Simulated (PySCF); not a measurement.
# A diatomic session: ZnSn+, part 1 of 2

Aim: find the lowest electronic state of ZnSn+, scan its bond at several levels of theory, and get bond length, wavenumber and dissociation energy from each curve.

Computed with PySCF 2.14.0. Level: Zn def2-SVPD, Sn def2-SVPD with ECP28, scalar-relativistic core potentials.

1 further run of the same task is left out (it didn't finish).

## (1) Set-up

The job is set up so:

```json
{"atoms": "Zn, Sn", "charge": "1", "basis": "Zn def2-SVPD, Sn def2-SVPD with ECP28", "Hamiltonian": "scalar-relativistic core potentials", "basis functions": "66", "electrons treated": "51", "masses in u": "63.9291, 119.9022", "levels": "PBE0, PBE, r²SCAN, M06, PBEsol, BHandHLYP, CAM-B3LYP, HF, MP2, SCS-MP2", "grid": "80 radial by 434 angular points", "occupations": "held fixed by the projection of orbital angular momentum", "dissociation limit": "Zn + Sn+, each in its ground configuration", "starting distance in angstrom": "2.640", "values of 2S to try": "1, 3"}
```

On the command line:

```bash
OMP_NUM_THREADS=1 python dia.py task.json out
```

The job searches for the state first and then visits each distance with every level. Its results follow level by level.

## (2) Which determinant to follow

At the starting distance of 2.640 Å the search finds these solutions (others can lie among them):

```tsv
2Ms+1	unpaired	term	E (eV)	⟨S²⟩	⟨Lz²⟩	μ (D)
2	π ↑	²Π	0.00	0.76	1.00	-2.34
2	σ ↑	²Σ⁺	1.16	0.76	0.00	1.16
4	σ ↑, π ↑↑	⁴Σ⁻	2.13	3.75	0.00	-4.16
4	σ ↑↑, π ↑	⁴Π	2.40	3.75	1.00	-0.93
2	σ ↓, π ↑↑	not assigned	2.61	1.76	0.00	-4.39
2	σ ↑, π ↑↓	not assigned	2.64	1.76	2.01	-4.13
```

6 of 11 solutions are listed, lowest first.

A term symbol stands only where ⟨S²⟩ and ⟨Lz²⟩ are near those of a pure state. A positive dipole points from Zn to Sn; in an ion it is taken about the centre of mass and does not tell which atom is negative.

The most promising solutions are followed along the bond (rough minima from three points):

```tsv
2Ms+1	unpaired	R at minimum (Å)	energy at minimum (eV)
2	π ↑	2.78	0.00
2	σ ↑	not bracketed	≤ 0.89
4	σ ↑, π ↑↑	not bracketed	≤ 2.16
```

The search made 11 SCF attempts at the starting distance; with the short scans it took 26 s of wall time (1 thread of Arm Neoverse N1, shared host).

## (3) The PBE0 curve of the state that the search chose

State followed: ²Π (doublet), unpaired electrons π ↑. The scan is laid around 2.782 Å.

The SCF at the reference distance, 2.782 Å, printed:

```text
******** <class 'pyscf.dft.uks_symm.SymAdaptedUKS'> ********
method = SymAdaptedUKS
initial guess = minao
damping factor = 0
level_shift factor = 0
DIIS = <class 'pyscf.scf.diis.CDIIS'>
diis_start_cycle = 1
diis_space = 10
diis_damp = 0
SCF conv_tol = 1e-09
SCF conv_tol_grad = None
SCF max_cycles = 60
direct_scf = False
max_memory 909 MB (current use 389 MB)
number electrons alpha = 26  beta = 25
XC library pyscf.dft.libxc version 7.0.0
    S. Lehtola, C. Steigemann, M. J.T. Oliveira, and M. A.L. Marques.,  SoftwareX 7, 1–5 (2018)
XC functionals = PBE0
    C. Adamo and V. Barone.,  J. Chem. Phys. 110, 6158 (1999)
    M. Ernzerhof and G. E. Scuseria.,  J. Chem. Phys. 110, 5029 (1999)
small_rho_cutoff = 0
Overwritten attributes  get_k get_occ get_hcore get_j get_jk  of <class 'pyscf.dft.uks_symm.SymAdaptedUKS'>
<class 'pyscf.dft.uks_symm.SymAdaptedUKS'> does not have attributes  refdm
Set gradient conv threshold to 3.16228e-05
init E= -1992.93551458061
cycle= 1 E= -1992.92259111115  delta_E= 0.0129  |g|= 0.00948  |ddm|= 0.0447
cycle= 2 E= -1992.92258549396  delta_E= 5.62e-06  |g|= 0.0127  |ddm|= 0.0496
cycle= 3 E= -1992.92267305267  delta_E= -8.76e-05  |g|= 0.00203  |ddm|= 0.0222
cycle= 4 E= -1992.92267501581  delta_E= -1.96e-06  |g|= 0.000205  |ddm|= 0.00286
cycle= 5 E= -1992.92267508469  delta_E= -6.89e-08  |g|= 0.000164  |ddm|= 0.000974
cycle= 6 E= -1992.92267511889  delta_E= -3.42e-08  |g|= 3.75e-05  |ddm|= 0.000538
cycle= 7 E= -1992.92267512788  delta_E= -8.99e-09  |g|= 1.64e-05  |ddm|= 0.00032
cycle= 8 E= -1992.92267513051  delta_E= -2.63e-09  |g|= 8.66e-06  |ddm|= 0.000193
cycle= 9 E= -1992.92267513139  delta_E= -8.74e-10  |g|= 2.25e-06  |ddm|= 0.000153
Extra cycle  E= -1992.92267513142  delta_E= -3.32e-11  |g|= 1.56e-06  |ddm|= 1.45e-05
converged SCF energy = -1992.92267513142  <S^2> = 0.75740629  2S+1 = 2.0073926
```

The curve and what changes along it:

```tsv
R (Å)	E (eV)	μ (D)	Mulliken charge of Zn (e)	Mayer bond order	⟨S²⟩	HOMO (eV)	LUMO (eV)
2.3925	0.3949	-2.46	0.45	1.11	0.75	-10.65	-8.81
2.5038	0.1700	-2.43	0.48	1.04	0.76	-10.53	-8.68
2.6151	0.0510	-2.36	0.51	0.99	0.76	-10.43	-8.58
2.6985	0.0104	-2.29	0.52	0.95	0.76	-10.38	-8.51
2.7820	0.0000	-2.20	0.53	0.92	0.76	-10.33	-8.46
2.8655	0.0120	-2.10	0.53	0.89	0.76	-10.30	-8.42
2.9767	0.0528	-1.93	0.53	0.85	0.76	-10.28	-8.38
3.1158	0.1296	-1.68	0.52	0.81	0.76	-10.27	-8.36
3.2828	0.2422	-1.34	0.50	0.76	0.76	-10.28	-8.35
3.5053	0.4037	-0.84	0.46	0.71	0.77	-10.32	-8.38
```

The fit gives Re = 2.775 Å, ωe = 146.2 cm⁻¹, ωexe = 0.512 cm⁻¹, αe = 0.000265 cm⁻¹, Be = 0.05251 cm⁻¹, De = 1.51 eV, μ = -2.21 D.

Orbitals nearest the gap at 2.782 Å:

```tsv
spin	orbital	ε (eV)	filled	made of
β	π	-19.47	yes	Zn d 100 %
β	δ	-19.44	yes	Zn d 100 %
β	δ	-19.44	yes	Zn d 100 %
α	δ	-19.44	yes	Zn d 100 %
α	δ	-19.43	yes	Zn d 100 %
α	σ	-17.94	yes	Sn s 85 %
β	σ	-17.10	yes	Sn s 86 %
α	σ	-12.49	yes	Zn s 62 %, Sn p 29 %
β	σ	-12.32	yes	Zn s 68 %, Sn p 22 %, Sn s 8 %
α	π	-10.33	yes	Sn p 96 %
α	π	-8.46	no	Sn p 93 %
β	π	-8.12	no	Sn p 91 %, Zn p 8 %
α	σ	-7.90	no	Sn p 48 %, Zn s 31 %, Zn p 22 %
β	σ	-7.73	no	Sn p 50 %, Zn p 27 %, Zn s 23 %
```

Polarisability there: 114.4 bohr³ along the bond, 53.5 across it.

## (4) Fields at the reference distance

The fields below are evaluated on a grid from the run's orbitals.

Frontier orbitals at PBE0 (alpha spin), with the share of their density that lies nearest to each atom:

```tsv
orbital	energy (eV)	lies on
HOMO-1	-12.49	Zn1 66 %; Sn2 34 %
HOMO	-10.33	Sn2 92 %; Zn1 8 %
LUMO	-8.46	Sn2 90 %; Zn1 10 %
```

ELF in a plane through or near 2 of the atoms.

Ten even steps from ' ' (0.00) to '@' (0.96):
```
                          ..::==**########++--..        
            ::--====--::....--++##%%@@@@@@%%**==..      
        ..==##%%%%%%##++--::--**%%@@@@@@@@@@%%**--..    
      ::**##**======++**++====##@@@@@@@@@@@@@@%%++::    
      --##**--::::::--++++==++##@@@@@@@@@@@@@@%%**::    
    ::**++::......::::--==++**##########%%%%@@@@##--..  
    ++++::............::--++**++==------==**##%%##==..  
  ::**--........----::..--==++--::==++==----++####==..  
  --**::  ....--####++::::====::==######++::==**##==..  
  --**..  ....++==****--::==--::++##..==##----****==..  
  --**..  ....++++****--::==--::++##..==##----****==..  
  --**::  ....==####**::::====::==####%%++::==**##==..  
  ::**--........----::..--==++--::==++==----++####==..  
    ++++..............::--++**++==------==**##%%##==..  
    ::**++::......::::--==++**##########%%%%@@@@##--..  
      --##**--::::::--++++==++##@@@@@@@@@@@@@@%%**::    
      ::**##**======++**++====##@@@@@@@@@@@@@@%%++::    
        ..==##%%%%%%##++--::--**%%@@@@@@@@@@%%**--..    
            ::--====--::....--++##%%@@@@@@%%**==..      
                          ..::==**########++--..        
```
The map spans 8.0 Å across and 5.2 Å up, centred on the molecule. Atoms in the plane (x, y in Å): Zn1 (-1.4, 0.0), Sn2 (1.4, 0.0).

log10 of the density (e/Å³) in the same plane.

Values, 10 rows by 14 columns:
```
-4.0 -4.0 -3.6 -3.2 -2.9 -2.8 -2.7 -2.5 -2.3 -2.3 -2.4 -2.6 -3.1 -3.6
-4.0 -3.5 -2.8 -2.3 -2.1 -2.0 -2.0 -1.9 -1.7 -1.5 -1.7 -2.0 -2.5 -3.1
-3.8 -3.0 -2.3 -1.8 -1.5 -1.4 -1.5 -1.4 -1.1 -1.0 -1.1 -1.5 -2.1 -2.8
-3.4 -2.5 -1.8 -1.1 -0.5 -0.6 -0.9 -0.9 -0.5 -0.2 -0.4 -1.0 -1.7 -2.5
-3.1 -2.3 -1.5 -0.4  1.2  0.9 -0.4 -0.6  0.4  1.3  0.7 -0.6 -1.4 -2.3
-3.1 -2.3 -1.4 -0.2  1.7  1.4 -0.3 -0.5  0.7  0.9  1.0 -0.5 -1.4 -2.3
-3.2 -2.4 -1.6 -0.7  0.3  0.1 -0.7 -0.7 -0.1  0.6  0.1 -0.7 -1.5 -2.4
-3.5 -2.7 -2.0 -1.5 -1.0 -1.0 -1.2 -1.1 -0.8 -0.6 -0.8 -1.2 -1.9 -2.6
-3.9 -3.1 -2.5 -2.0 -1.7 -1.6 -1.6 -1.6 -1.3 -1.1 -1.3 -1.7 -2.3 -2.9
-4.0 -3.8 -3.2 -2.7 -2.5 -2.3 -2.3 -2.2 -2.0 -1.9 -2.0 -2.3 -2.8 -3.4
```
The map spans 8.0 Å across and 5.2 Å up, centred on the molecule. Atoms in the plane (x, y in Å): Zn1 (-1.4, 0.0), Sn2 (1.4, 0.0).

On the surface of density 0.002 e/bohr³ the electrostatic potential runs, from the 1st to the 99th percentile, from 4.49 to 7.74 V.

The spin density lies nearest to Sn2 90 %; Zn1 10 % (both signs).

Core electrons inside the core potentials are missing from the density.

## (5) Other states along the same grid

State 2: ²Σ⁺ (doublet), unpaired electrons σ ↑, an excited solution.

The SCF at the reference distance, 2.782 Å, printed:

```text
[... 13 set-up lines left out, the same as in an earlier log ...]
max_memory 909 MB (current use 443 MB)
[... 8 set-up lines left out, the same as in an earlier log ...]
init E= -1992.89318921881
cycle= 1 E= -1992.88515071824  delta_E= 0.00804  |g|= 0.00797  |ddm|= 0.0444
cycle= 2 E= -1992.88517360605  delta_E= -2.29e-05  |g|= 0.00719  |ddm|= 0.0212
cycle= 3 E= -1992.88518791517  delta_E= -1.43e-05  |g|= 0.00197  |ddm|= 0.00785
cycle= 4 E= -1992.88518933136  delta_E= -1.42e-06  |g|= 0.000275  |ddm|= 0.00245
cycle= 5 E= -1992.88518967815  delta_E= -3.47e-07  |g|= 0.000116  |ddm|= 0.00222
cycle= 6 E= -1992.88518971853  delta_E= -4.04e-08  |g|= 3.19e-05  |ddm|= 0.000885
cycle= 7 E= -1992.88518971995  delta_E= -1.42e-09  |g|= 8.46e-06  |ddm|= 0.000156
cycle= 8 E= -1992.88518972003  delta_E= -8.55e-11  |g|= 1.34e-06  |ddm|= 3.84e-05
Extra cycle  E= -1992.88518972004  delta_E= -6.37e-12  |g|= 1.6e-06  |ddm|= 6.41e-06
converged SCF energy = -1992.88518972004  <S^2> = 0.7578968  2S+1 = 2.0078813
```

Re = 3.125 Å, ωe = 96.6 cm⁻¹, ωexe = 0.522 cm⁻¹, αe = 0.000275 cm⁻¹, Be = 0.04141 cm⁻¹, μ = 1.14 D. Its minimum lies 0.89 eV above that of the lowest state.

State 3: ⁴Σ⁻ (quartet), unpaired electrons σ ↑, π ↑↑, an excited solution.

Log of the SCF at 2.782 Å:

```text
[... 14 set-up lines left out, the same as in an earlier log ...]
number electrons alpha = 27  beta = 24
[... 7 set-up lines left out, the same as in an earlier log ...]
init E= -1992.85463260681
cycle= 1 E= -1992.83967360758  delta_E= 0.015  |g|= 0.00544  |ddm|= 0.0446
cycle= 2 E= -1992.83969916903  delta_E= -2.56e-05  |g|= 0.00523  |ddm|= 0.023
cycle= 3 E= -1992.83971070946  delta_E= -1.15e-05  |g|= 0.000931  |ddm|= 0.0069
cycle= 4 E= -1992.83971170179  delta_E= -9.92e-07  |g|= 0.000522  |ddm|= 0.00261
cycle= 5 E= -1992.83971208919  delta_E= -3.87e-07  |g|= 0.00015  |ddm|= 0.00187
cycle= 6 E= -1992.8397121587  delta_E= -6.95e-08  |g|= 7.29e-05  |ddm|= 0.00094
cycle= 7 E= -1992.83971216923  delta_E= -1.05e-08  |g|= 3.86e-05  |ddm|= 0.000341
cycle= 8 E= -1992.83971217273  delta_E= -3.49e-09  |g|= 9.9e-06  |ddm|= 0.0002
cycle= 9 E= -1992.83971217303  delta_E= -3.02e-10  |g|= 2.3e-06  |ddm|= 5.24e-05
Extra cycle  E= -1992.83971217304  delta_E= -7.73e-12  |g|= 2.72e-06  |ddm|= 1.54e-05
converged SCF energy = -1992.83971217304  <S^2> = 3.7542908  2S+1 = 4.0021448
```

Re = 2.530 Å, ωe = 187.9 cm⁻¹, Be = 0.06317 cm⁻¹, μ = -3.90 D. Its minimum lies 2.14 eV above that of the lowest state.

Energy (eV) from the lowest point of the lowest state:

```tsv
R (Å)	lowest	state 2	state 3
2.393	0.395	1.869	2.206
2.504	0.170	1.492	2.144
2.615	0.051	1.240	2.159
2.699	0.010	1.111	2.201
2.782	0.000	1.020	2.258
2.865	0.012	0.959	2.322
2.977	0.053	0.912	2.412
3.116	0.130	0.893	2.521
3.283	0.242	0.908	2.638
3.505	0.404	0.961	2.763
```

## (6) PBE (GGA)

Output of the SCF at 2.782 Å:

```text
[... 17 set-up lines left out, the same as in an earlier log ...]
XC functionals = PBE
    J. P. Perdew, K. Burke, and M. Ernzerhof.,  Phys. Rev. Lett. 77, 3865 (1996)
    J. P. Perdew, K. Burke, and M. Ernzerhof.,  Phys. Rev. Lett. 78, 1396 (1997)
    J. P. Perdew, K. Burke, and M. Ernzerhof.,  Phys. Rev. Lett. 77, 3865 (1996)
    J. P. Perdew, K. Burke, and M. Ernzerhof.,  Phys. Rev. Lett. 78, 1396 (1997)
[... 2 set-up lines left out, the same as in an earlier log ...]
init E= -1992.88883578535
cycle= 1 E= -1992.88871040468  delta_E= 0.000125  |g|= 0.0878  |ddm|= 0.184
cycle= 2 E= -1992.88588309988  delta_E= 0.00283  |g|= 0.138  |ddm|= 0.144
cycle= 3 E= -1992.89062886936  delta_E= -0.00475  |g|= 0.00496  |ddm|= 0.0836
cycle= 4 E= -1992.89063778314  delta_E= -8.91e-06  |g|= 0.00238  |ddm|= 0.0172
cycle= 5 E= -1992.89064537383  delta_E= -7.59e-06  |g|= 0.000259  |ddm|= 0.00786
cycle= 6 E= -1992.89064544595  delta_E= -7.21e-08  |g|= 4.5e-05  |ddm|= 0.00072
cycle= 7 E= -1992.89064545154  delta_E= -5.59e-09  |g|= 2.32e-05  |ddm|= 0.000305
cycle= 8 E= -1992.89064545233  delta_E= -7.93e-10  |g|= 1.06e-05  |ddm|= 9.94e-05
Extra cycle  E= -1992.89064545199  delta_E= 3.4e-10  |g|= 2.26e-05  |ddm|= 8.92e-05
converged SCF energy = -1992.89064545199  <S^2> = 0.75422395  2S+1 = 2.0042195
```

Re = 2.763 Å, ωe = 145.8 cm⁻¹, ωexe = 0.546 cm⁻¹, αe = 0.000279 cm⁻¹, Be = 0.05295 cm⁻¹, De = 1.60 eV, μ = -1.85 D. 19 s of CPU time for 12 points, integrals apart.

(Continued in part 2 of 2.)
